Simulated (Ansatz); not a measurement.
# C2H2N2Si: one species, many methods

Aim: compute C2H2N2Si with functionals from several rungs and with coupled cluster. The yardstick is the atomisation energy at the CCSD(T) limit.

Computed with Ansatz 0.2.0, Gaussian basis. Level: functionals in def2-TZVPP, the program's frozen cores in correlated methods.

Plan: LDA (SPW92), PBE-D4, revPBE-D4, BLYP-D4, r2SCAN-D4, B97M-V, PBE0-D4, B3LYP-D4, r2SCANh-D4, r2SCAN0-D4, HSE06-D4, BHLYP-D4, CAM-B3LYP-D4, LC-ωPBE, ωB97X-V, ωB97M-V, B2PLYP, PBE-QIDH; CCSD(T)/def2-SVP; CCSD(T)/def2-TZVPP; MP2/def2-QZVPP; extrapolation to the limit; RPA on PBE.

### 1 Structure used throughout

All runs share one geometry, relaxed beforehand with PBE0-D4 in a triple-zeta def2 set.

SMILES `N#C[SiH2]C#N`, 7 atoms, charge 0, spin multiplicity 1.

Atoms are counted from 1 here; the program's logs count them from 0.

Bond lengths: N1–C2 1.151 Å, C2–Si3 1.839 Å, Si3–C4 1.839 Å, Si3–H6 1.474 Å, Si3–H7 1.474 Å, C4–N5 1.151 Å. Angles: N1–C2–Si3 178.6°, C2–Si3–C4 107.1°, C2–Si3–H6 109.0°, C2–Si3–H7 109.0°, C4–Si3–H6 109.0°, C4–Si3–H7 109.0°, H6–Si3–H7 113.4°, Si3–C4–N5 178.6°.

### 2 LDA

This LDA is Slater exchange with PW92 correlation.

in.yaml reads:

```yaml
crystal:
  periodic: [false, false, false]
  atoms:
    - {symbol: N, position_ang: [0.186918, -2.495675, 1.005969]}
    - {symbol: C, position_ang: [0.263824, -1.396717, 0.671999]}
    - {symbol: Si, position_ang: [0.422298, 0.363495, 0.162928]}
    - {symbol: C, position_ang: [-0.971314, 0.722962, -0.982168]}
    - {symbol: N, position_ang: [-1.834576, 0.973466, -1.701325]}
    - {symbol: H, position_ang: [0.298714, 1.221656, 1.354871]}
    - {symbol: H, position_ang: [1.695336, 0.542712, -0.557974]}
basis:
  gaussian: {orbitals: def2-TZVPP}
hamiltonian: {xc: lda}
output: {orbitals: {seedname: orbitals}}
```

Command:

```sh
$ ansatz run in.yaml --threads 4 --pin off --events-out ev --progress --plain --max-ram 10444MiB
```

Further steps of the session: PBE-D4 (GGA); revPBE-D4 (GGA); BLYP-D4 (GGA); r2SCAN-D4 (meta-GGA); B97M-V (meta-GGA); B3LYP-D4 (hybrid); r2SCANh-D4 (hybrid); r2SCAN0-D4 (hybrid); HSE06-D4 (hybrid); BHLYP-D4 (hybrid); CAM-B3LYP-D4 (range-separated); LC-ωPBE (range-separated); ωB97X-V (range-separated); ωB97M-V (range-separated); B2PLYP (double hybrid); PBE-QIDH (double hybrid); CCSD(T) in def2-SVP; CCSD(T) in def2-TZVPP; MP2 in def2-QZVPP; RPA on PBE orbitals.

Q: Predict the results of all the runs planned. Wanted: atomisation energy, CCSD(T)/CBS; farthest beyond LDA; mean size of error, GGA; mean size of error, meta-GGA; mean size of error, hybrid; mean size of error, range-separated; mean size of error, double hybrid; gap, smallest and largest; T1 diagnostic.

The runs gave:

| quantity | value |
| --- | --- |
| atomisation energy, CCSD(T)/CBS | 3071.2 kJ/mol |
| functionals within 15.4 kJ/mol (0.5 %) | B97M-V, PBE0-D4, HSE06-D4, CAM-B3LYP-D4, LC-ωPBE, B2PLYP |
| farthest beyond LDA | BHLYP-D4 (-144.9 kJ/mol) |
| mean size of error, GGA | 75.6 kJ/mol |
| mean size of error, meta-GGA | 8.9 kJ/mol |
| mean size of error, hybrid | 57.1 kJ/mol |
| mean size of error, range-separated | 17.1 kJ/mol |
| mean size of error, double hybrid | 17.1 kJ/mol |
| gap, smallest and largest | 6.28 eV (LDA (SPW92)), 13.86 eV (LC-ωPBE) |
| T1 diagnostic | 0.0142 |
| triples share of the correlation energy | 5.0 % |

LDA overbinds by 472.3 kJ/mol (15 %). PBE-D4 is off by +126.3 kJ/mol. Double hybrids carry the basis error of their MP2 part in triple zeta, and no dispersion term here, so their miss is partly the set-up's. Taken by rung, meta-GGA functionals do best (8.9 kJ/mol on average) and GGA ones worst beyond LDA (75.6 kJ/mol). The reference freezes the cores and leaves out relativity and excitations past (T), so misses under about 15.4 kJ/mol can't be ranked. Hartree-Fock recovers 66 % of the binding; the rest is correlation. CCSD(T) in def2-SVP is off by -193.0 kJ/mol, which most functionals beat. Orbital gaps span 6.3 to 13.9 eV; exact exchange widens them.
